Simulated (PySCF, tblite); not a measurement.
# C₅H₁₂AlNSi: geometry, infrared bands and NMR shifts

Wanted: the infrared bands and NMR shifts of C₅H₁₂AlNSi (`[AlH3-][N+]#CC[C@@H]1CC[SiH2]1`), by calculation.

The runs use tblite 0.8.0 and PySCF 2.14.0, with density-fitted response routines of our own; the level of theory stands in each step. All values are computed, except where a source is named. Atoms are numbered from 0 throughout.

## Step 1: Starting geometry

20 atoms, charge 0, multiplicity 1; geometry from: force field or distance geometry start.

Bonds of the start (Å): Al0–N1 1.90, N1–C2 1.15, C2–C3 1.46, C3–C4 1.48, C4–C5 1.52, C5–C6 1.50, C6–Si7 1.85, Si7–C4 1.83, Al0–H8 1.60, Al0–H9 1.59, Al0–H10 1.60, C3–H11 1.11, C3–H12 1.13, C4–H13 1.13, C5–H14 1.11, C5–H15 1.09, C6–H16 1.11, C6–H17 1.09, Si7–H18 1.50, Si7–H19 1.46.

## Step 2: Relaxing the molecule with GFN2-xTB

What the job is given:

```
{"job": {"kind": "relax", "xc": "GFN2-xTB", "basis": "xTB"}, "charge": 0, "multiplicity": 1}
Al     3.588600     0.730600     0.254600
N      1.997900    -0.270000     0.008900
C      1.040600    -0.901100    -0.106100
C     -0.177100    -1.691700    -0.289800
C     -1.429000    -0.919600    -0.148000
C     -1.665100     0.224500    -1.118200
C     -1.298000     1.311700    -0.145600
Si    -1.685200     0.194000     1.278600
H      4.855400    -0.222800     0.499000
H      3.370200     1.681200     1.504300
H      3.869900     1.584600    -1.070000
H     -0.200500    -2.205000    -1.278900
H     -0.179300    -2.528500     0.463100
H     -2.298100    -1.628600    -0.246800
H     -2.732300     0.266900    -1.427600
H     -0.975600     0.196600    -1.961400
H     -1.983400     2.184800    -0.196000
H     -0.255800     1.634200    -0.116000
H     -3.119200     0.215200     1.708700
H     -0.729300     0.153500     2.384300
```

Run with:

```
OMP_NUM_THREADS=1 python probes_run.py task.json out
```

This one command runs all jobs of the session in turn.

**Question.** This job is followed by: GFN2-xTB harmonic vibrations, gas phase; GIAO PBE0/pcSseg-1 NMR shielding, non-relativistic, gas phase. What will the session give for the following? strongest single infrared mode (GFN2-xTB); zero-point energy (GFN2-xTB); ¹³C shifts against TMS (PBE0/pcSseg-1); ¹H shifts against TMS (PBE0/pcSseg-1, means over atoms taken as alike); ²⁷Al shifts against AlH4- (PBE0/pcSseg-1); ¹⁵N shifts against NH3 (PBE0/pcSseg-1); ²⁹Si shifts against TMS (PBE0/pcSseg-1); surface potential, 1st and 99th percentile.

**Answer**, as computed:

| quantity | value |
| --- | --- |
| strongest single infrared mode (GFN2-xTB) | 747 cm⁻¹, 759 km/mol |
| zero-point energy (GFN2-xTB) | 90.0 kcal/mol |
| ¹³C shifts against TMS (PBE0/pcSseg-1) | 139.1, 28.5, 23.0, 22.5, 9.7 ppm |
| ¹H shifts against TMS (PBE0/pcSseg-1, means over atoms taken as alike) | 4.97, 4.89, 4.27, 3.38, 2.87, 2.82, 2.63, 2.13, 1.99, 1.62 ppm |
| ²⁷Al shifts against AlH4- (PBE0/pcSseg-1) | 54.0 ppm |
| ¹⁵N shifts against NH3 (PBE0/pcSseg-1) | 240.8 ppm |
| ²⁹Si shifts against TMS (PBE0/pcSseg-1) | -28.3 ppm |
| surface potential, 1st and 99th percentile | -1.45 V and 1.78 V |

**Reading.** Relaxing lowered the energy by 1.039 eV in 206 steps; the close pair that moved most is C4–Si7, from 1.828 to 1.935 Å. All 54 modes are real, so the xTB geometry is a minimum. The strongest single mode, at 747 cm⁻¹, is spread over several atoms, H10, H9, H8 among them. Unscaled tight-binding wavenumbers are off by several per cent, some by more. Its intensities can rank the bands wrongly. At PBE0/pcSseg-1: The largest span, 442 ppm, is at N1, where the paramagnetic term is -310 ppm. By nearest atom (PBE0/pcSseg-1), the HOMO sits on H8 56 %; H10 19 % and the LUMO on C2 36 %; N1 29 %.
